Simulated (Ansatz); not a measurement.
# RuS (zincblende): a single-point run

Aim: a sound single-point run of RuS (zincblende). The structure is shown as the input types it.

Program: Ansatz 0.2.0. Level of theory: DFT PBE, scalar-relativistic, plane waves, PAW. These are calculated values, not measurements.

2 further runs of the same task are left out: 2 set aside as unsound or not needed. Runs told in other sessions of the task aren't counted.

### Step 1. The structure to begin with

It takes space group F-43m (No. 216, cubic). Conventional cell: a = 5.201 Å, b = 5.201 Å, c = 5.201 Å, α = 90.00°, β = 90.00°, γ = 90.00°. Ru (site symmetry -43m) is surrounded by 4 S at 2.25 Å. S (site symmetry -43m) is surrounded by 4 Ru at 2.25 Å.

Coordinates:

```xyz
2
Lattice="0.0000 2.6005 2.6005 2.6005 0.0000 2.6005 2.6005 2.6005 0.0000" Properties=species:S:1:pos:R:3 pbc="T T T"
Ru    0.0000    0.0000    0.0000
S     1.3003    1.3003    1.3003
```

### Step 2. The run

The input, input.yaml:

```yaml
crystal:
  lattice:
    - [0.0, 2.6005202394, 2.6005202394]
    - [2.6005202394, 0.0, 2.6005202394]
    - [2.6005202394, 2.6005202394, 0.0]
  atoms:
    - { symbol: Ru, position: [0.0, 0.0, 0.0] }
    - { symbol: S, position: [0.25, 0.25, 0.25] }
basis:
  ecutwfc: 420
  ecutrho_ratio: 4
kpoints:
  mp_grid: { grid: [1, 1, 1] }
hamiltonian:
  xc: pbe
scf:
  occupations: { method: gaussian, width: 0.05 }
  max_iter: 50
output:
  forces: true
  stress: true
```

Launch:

```
> ansatz run input.yaml --threads 2 --pin off --max-ram 2662MiB --backend cpu --events-out ev --progress --plain --runs-dir out
```

What happens when this is run?

The run converged and reported no error. Convergence says nothing about whether the input makes sense.

In the input, kpoints.mp_grid.grid is [1, 1, 1]. The zone is sampled at a single point, which suits only large cells or molecules.

The test: set kpoints.mp_grid.grid to [10, 10, 10].
